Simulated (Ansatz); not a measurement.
# C2H10OSi2: vertical ionisation energy

Aim: the vertical ionisation energy of C2H10OSi2, as cation minus neutral at the neutral's geometry, on several levels, and how well −ε(HOMO) stands in for it.

The runs use Ansatz 0.2.0, Gaussian basis; unrestricted cation, the program's frozen cores in correlated methods.

Levels to be run: UKS r2SCAN-D4/def2-TZVPP; UKS PBE0-D4/def2-TZVPP; UKS B3LYP-D4/def2-TZVPP; UKS wB97X-V/def2-TZVPP; UKS wB97M-V/def2-TZVPP; UKS B2PLYP/def2-TZVPP; UHF-CCSD(T)/def2-TZVPP; UHF-MP2/def2-QZVPP; extrapolation to the limit; then −ε(HOMO) from the neutral's earlier runs with LDA (SPW92), PBE-D4, revPBE-D4, BLYP-D4, r2SCAN-D4, B97M-V, PBE0-D4, B3LYP-D4, r2SCANh-D4, r2SCAN0-D4, HSE06-D4, BHLYP-D4, CAM-B3LYP-D4, LC-ωPBE, ωB97X-V, ωB97M-V.

2 further runs of the same task are left out: 2 for a known fault of the program.

### 1 The geometry

The geometry comes from an earlier relaxation with PBE0-D4 in a triple-zeta def2 set; it is a stationary point, not always the lowest conformer.

15 atoms, charge 0, spin multiplicity 1.

Atoms are counted from 1 here; the program's logs count them from 0.

Bond lengths: C1–Si2 1.860 Å, C1–H6 1.093 Å, C1–H7 1.093 Å, C1–H8 1.094 Å, Si2–O3 1.637 Å, Si2–H9 1.486 Å, Si2–H10 1.490 Å, O3–Si4 1.637 Å, Si4–C5 1.857 Å, Si4–H11 1.490 Å, Si4–H12 1.490 Å, C5–H13 1.092 Å, C5–H14 1.092 Å, C5–H15 1.093 Å. Angles: Si2–C1–H6 111.0°, Si2–C1–H7 111.1°, Si2–C1–H8 110.3°, H6–C1–H7 108.3°, H6–C1–H8 108.1°, H7–C1–H8 108.0°, C1–Si2–O3 111.0°, C1–Si2–H9 110.4°, C1–Si2–H10 109.9°, O3–Si2–H9 107.4°, O3–Si2–H10 109.3°, H9–Si2–H10 108.8°, Si2–O3–Si4 145.7°, O3–Si4–C5 109.3°, O3–Si4–H11 109.3°, O3–Si4–H12 109.1°, C5–Si4–H11 110.7°, C5–Si4–H12 110.3° and more.

### 2 Cation, UKS r2SCAN-D4/def2-TZVPP

in.yaml

```yaml
crystal:
  periodic: [false, false, false]
  atoms:
    - {symbol: C, position_ang: [-2.721477, 0.236826, -0.218873]}
    - {symbol: Si, position_ang: [-1.284367, -0.694605, -0.945511]}
    - {symbol: O, position_ang: [0.086734, -0.416326, -0.095071]}
    - {symbol: Si, position_ang: [1.309239, 0.632931, 0.194579]}
    - {symbol: C, position_ang: [2.708085, -0.267061, 1.019978]}
    - {symbol: H, position_ang: [-2.887355, -0.050337, 0.822167]}
    - {symbol: H, position_ang: [-2.549771, 1.315499, -0.253140]}
    - {symbol: H, position_ang: [-3.635200, 0.022165, -0.780303]}
    - {symbol: H, position_ang: [-1.541878, -2.157924, -0.904973]}
    - {symbol: H, position_ang: [-1.076638, -0.282911, -2.362617]}
    - {symbol: H, position_ang: [1.757827, 1.234686, -1.092938]}
    - {symbol: H, position_ang: [0.812613, 1.731956, 1.069717]}
    - {symbol: H, position_ang: [2.380880, -0.711052, 1.963004]}
    - {symbol: H, position_ang: [3.089153, -1.065489, 0.379119]}
    - {symbol: H, position_ang: [3.530455, 0.420939, 1.234262]}
basis:
  gaussian: {orbitals: def2-TZVPP}
total_charge: 1
magnetization: {spin_polarized: true, initial_magnetization: 1}
hamiltonian: {xc: r2scan, dispersion: d4}
```

Command:

```console
$ ansatz run in.yaml --threads 2 --pin off --events-out ev --progress --plain --max-ram 32768MiB --backend cuda --devices 0, --max-vram 18GiB
```

The runs that follow: Cation, UKS PBE0-D4/def2-TZVPP; Cation, UKS B3LYP-D4/def2-TZVPP; Cation, UKS wB97X-V/def2-TZVPP; Cation, UKS wB97M-V/def2-TZVPP; Cation, UKS B2PLYP (frozen core)/def2-TZVPP; Cation, UHF-CCSD(T)/def2-TZVPP; Cation, UHF-MP2/def2-QZVPP.

Before running them: what should the planned runs give, taken together? Wanted: ionisation energy, CCSD(T)/def2-TZVPP; nearest functional by difference; nearest −ε(HOMO); −ε(HOMO) of PBE; T1 of the cation.

As calculated:

```
                             quantity               value
ionisation energy, CCSD(T)/def2-TZVPP            10.71 eV
     nearest functional by difference  ωB97X-V (-0.13 eV)
                     nearest −ε(HOMO)  ωB97X-V (-0.00 eV)
                      −ε(HOMO) of PBE             6.91 eV
                     T1 of the cation               0.061
```

In words: By cation minus neutral, the functionals miss by 0.89 eV at most. The PBE orbital energy is 3.8 eV too small: a semilocal HOMO is no ionisation energy. Among orbital estimates ωB97X-V comes nearest. Hartree-Fock falls 0.57 eV short, as the neutral has more correlation energy than the cation. The cation's T1 (from the report) is 0.061, above the customary mark of 0.045 for open shells, so the coupled-cluster value is less safe.
